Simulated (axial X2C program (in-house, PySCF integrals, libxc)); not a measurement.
# All-electron X2C curves of InBr

What are the state, bond length, wavenumber and bond energy of InBr, and what does spin–orbit coupling change?

The runs use an in-house X2C program for linear molecules on PySCF integrals; all-electron X2C, In dyall-cv3z, Br dyall-cv3z.

All values are calculated.

## Step 1: The job

task.json

```json
{"zs": [49, 35], "q": 0, "bas": ["dyall-cv3z", "dyall-cv3z"], "levels": ["PBE0", "HF", "BHandHLYP"], "cc": true, "r0": 2.56, "thr": -2.0, "nmax": 110, "npts": 10, "nst": 2, "ntry": 8}
```

Keys: zs atomic numbers; q charge; bas basis sets; levels methods (HF also brings MP2); cc coupled cluster on or off; r0 starting distance in Å; thr threshold in hartree for freezing inner shells (an s shell follows its p shell); nmax most natural virtual spinors; npts points asked for on the curve; nst determinants followed; ntry starts of the search.

Started as:

```bash
$ python so2c.py task.json out
```

Spin-free means the one-electron spin-free X2C Hamiltonian; two-component (2c) means X2C with spin–orbit coupling and atomic mean-field two-electron Coulomb and Gaunt terms. Basis: In dyall-cv3z contracted to [11s12p9d4f1g], Br dyall-cv3z contracted to [8s9p6d4f1g]; Gaussian nuclei, density fitting. Masses: In 114.904 u, Br 78.918 u.

Notation: σ, π±, δ± give the projection m of an orbital's angular momentum (0, ±1, ±2), α and β its spin, Λ and M_S the sums; ω is the projection of a spinor's total angular momentum and Ω the sum. Logs are in hartree.

After this run come: PBE0, spin-free; HF, spin-free; BHandHLYP, spin-free; MP2 and beyond, spin-free; PBE0, 2c; HF, 2c; BHandHLYP, 2c; Correlated methods, 2c.

Q: Predict the outcome of this session. Wanted: for each run, Hamiltonian; Re; ωe; De; μ.

As calculated:

Lowest determinant that the search found at its distance, spin-free: M_S = 0, Λ = 0 (closed shell).

Lowest determinant that the search found at its distance, 2c: Ω = 0 (closed shell).

```json
{"Hamiltonian": "spin-free", "level": "PBE0", "Re (Å)": "2.560", "ωe (cm⁻¹)": "218.4", "De (eV)": "4.16", "μ (D)": "-3.49"}
{"Hamiltonian": "spin-free", "level": "HF", "Re (Å)": "2.586", "ωe (cm⁻¹)": "213.1", "De (eV)": "3.06", "μ (D)": "-3.82"}
{"Hamiltonian": "spin-free", "level": "MP2", "Re (Å)": "2.550", "ωe (cm⁻¹)": "222.1", "De (eV)": "4.16", "μ (D)": "n/a"}
{"Hamiltonian": "spin-free", "level": "CCSD", "Re (Å)": "2.567", "ωe (cm⁻¹)": "215.4", "De (eV)": "4.05", "μ (D)": "n/a"}
{"Hamiltonian": "spin-free", "level": "CCSD(T)", "Re (Å)": "2.558", "ωe (cm⁻¹)": "223.9", "De (eV)": "4.02", "μ (D)": "n/a"}
{"Hamiltonian": "spin-free", "level": "BHandHLYP", "Re (Å)": "2.570", "ωe (cm⁻¹)": "216.6", "De (eV)": "3.94", "μ (D)": "-3.75"}
{"Hamiltonian": "2c", "level": "PBE0", "Re (Å)": "2.561", "ωe (cm⁻¹)": "218.2", "De (eV)": "3.97", "μ (D)": "-3.47"}
{"Hamiltonian": "2c", "level": "HF", "Re (Å)": "2.587", "ωe (cm⁻¹)": "213.1", "De (eV)": "2.72", "μ (D)": "-3.80"}
{"Hamiltonian": "2c", "level": "MP2", "Re (Å)": "2.551", "ωe (cm⁻¹)": "221.9", "De (eV)": "3.89", "μ (D)": "n/a"}
{"Hamiltonian": "2c", "level": "CCSD", "Re (Å)": "2.567", "ωe (cm⁻¹)": "215.3", "De (eV)": "3.75", "μ (D)": "n/a"}
{"Hamiltonian": "2c", "level": "CCSD(T)", "Re (Å)": "2.559", "ωe (cm⁻¹)": "223.7", "De (eV)": "3.71", "μ (D)": "n/a"}
{"Hamiltonian": "2c", "level": "BHandHLYP", "Re (Å)": "2.571", "ωe (cm⁻¹)": "216.5", "De (eV)": "3.58", "μ (D)": "-3.72"}
```

Dipoles are positive if Br is the positive end.

In words: At CCSD(T), going from spin-free to two-component changes Re by +1 mÅ, ωe by -0.1 %; the spin-free picture holds up (part of it comes from the scalar share of the two-electron terms). De moves by -0.30 eV; both De rest on single-determinant atoms, which can miss part of an open shell's spin–orbit lowering.

De refers to In + Br, each in the lowest determinant found, which need not be this curve's own limit. The state is a single determinant with fixed occupations, the lowest that a limited PBE0 search found. Closed shells are restricted here (equal orbitals for both partners), which fails at long range if the bond breaks into open shells. Dissociation energies refer to the lowest single-determinant-based atoms at the same level and basis. Coupled cluster ran in a truncated set of natural virtual spinors; the MP2 energy of the rest was added.
